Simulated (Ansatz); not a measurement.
# Nb3Sn2S2: the cost of one run

Method: DFT PBE, scalar-relativistic, plane waves, PAW, unless a step names another level, in Ansatz 0.2.0.

13 further runs of the same task are left out: 1 that didn't finish, 12 set aside as unsound or not needed. Runs told in other sessions of the task aren't counted.

### Step 1. What the formula suggests

Pauling electronegativities: Nb 1.60, Sn 1.96, S 2.58 (spread 0.98). The formula balances with common oxidation states: Nb +4, S -2, Sn -4. Tabulated atomic sizes suggest about 21 Å³/atom. 25 candidates were drawn, by swapping species into database cells of other compounds, at random by space group and Wyckoff sites, or by hand, as the table says:

```csv
name,made from,space group no.,Wyckoff sites,atoms (primitive cell),V (Å³/atom)
c01,database cell of In2Co3S2,166,"Nb 9d; Sn 3a, 3b; S 6c",7,18.7
c02,random,123,"Nb 2f, 1d; Sn 1c, 1a; S 2e",7,26.6
c03,random,191,Nb 3g; Sn 2c; S 2e,7,22.7
c04,random,65,"Nb 4e, 2d; Sn 4k; S 4f",7,25.0
c05,random,187,"Nb 2i, 1b; Sn 1a, 1e; S 1f, 1c",7,24.1
c06,random,139,"Nb 2b, 4d; Sn 4e; S 4c",7,23.1
c07,built by hand: shandite Ni3Pb2S2 (Co3Sn2S2),166,"Nb 9d; Sn 3b, 3a; S 6c",7,20.7
c08,random,191,"Nb 3g; Sn 2e; S 1b, 1a",7,22.8
c09,random,123,"Nb 2f, 1c; Sn 1d, 1a; S 2g",7,21.3
c10,random,191,"Nb 3g; Sn 2d; S 1b, 1a",7,20.9
c11,database cell of Y2B3C2,65,"Nb 4i, 2a; Sn 4j; S 4i",7,19.1
c12,random,139,"Nb 4c, 2a; Sn 4e; S 4d",7,26.0
c13,database cell of Ni3Sn2S2,166,"Nb 9e; Sn 3a, 3b; S 6c",7,18.6
c14,built by hand: S-terminated Nb3Sn2 trigonal slab,164,"Nb 2d, 1a; Sn 2d; S 2d",7,20.7
c15,random,123,"Nb 1a, 2h; Sn 2f; S 2g",7,25.9
c16,random,191,"Nb 2c, 1b; Sn 2e; S 2d",7,24.1
c17,built by hand: ordered Ta3B4,71,"Nb 4i, 2b; Sn 4j; S 4i",7,20.7
c18,random,164,Nb 3e; Sn 2c; S 2d,7,21.7
c19,database cell of Tb2Mg3Ni2,65,"Nb 4j, 2a; Sn 4j; S 4i",7,26.3
c20,built by hand: S-capped bcc-like tetragonal slab,139,"Nb 4e, 2a; Sn 4e; S 4e",7,20.7
c21,random,123,"Nb 1a, 2e; Sn 2h; S 2f",7,23.0
c22,random,47,"Nb 2q, 1g; Sn 2t; S 1b, 1c",7,24.4
c23,random,191,Nb 3g; Sn 2e; S 2e,7,22.3
c24,built by hand: 1H-NbS2 / Nb2Sn2 intergrowth,187,"Nb 1a, 2g; Sn 2i; S 2h",7,20.7
c25,random,123,"Nb 2e, 1d; Sn 2h; S 1c, 1b",7,24.4
```

### Step 2. Screening run of c01

Contents of input.yaml:

```yaml
crystal:
  lattice:
    - [2.80281918, 1.61820841, 4.80259063]
    - [-2.80281918, 1.61820841, 4.80259063]
    - [0.0, -3.23641682, 4.80259063]
  atoms:
    - { symbol: Nb, position: [0.0, 0.0, 0.5] }
    - { symbol: Nb, position: [0.0, 0.5, 0.0] }
    - { symbol: Nb, position: [0.5, 0.0, 0.0] }
    - { symbol: Sn, position: [0.0, 0.0, 0.0] }
    - { symbol: Sn, position: [0.5, 0.5, 0.5] }
    - { symbol: S, position: [0.72100002, 0.72100002, 0.72100002] }
    - { symbol: S, position: [0.27899998, 0.27899998, 0.27899998] }
basis:
  ecutwfc: 420
kpoints:
  mp_grid: { grid: [3, 3, 3] }
hamiltonian:
  xc: pbe
scf:
  occupations: { method: gaussian, width: 0.15 }
  lower_state_search: "off"
output:
  forces: true
  stress: true
  eigenvalues: true
relax:
  adjacent_minimum: "off"
  f_tol: 0.08
  max_steps: 16
  cell: { stress_tol: 0.8 }
```

On the command line:

```sh
$ ansatz run input.yaml --threads 1 --pin off --max-ram 2560MiB --backend cpu --events-out ev --progress --plain --runs-dir out
```

What time and memory should one allow on 1 thread of AMD EPYC 7R43 (Zen 3), shared host?

About 13 s, with a peak of 0.49 GiB.
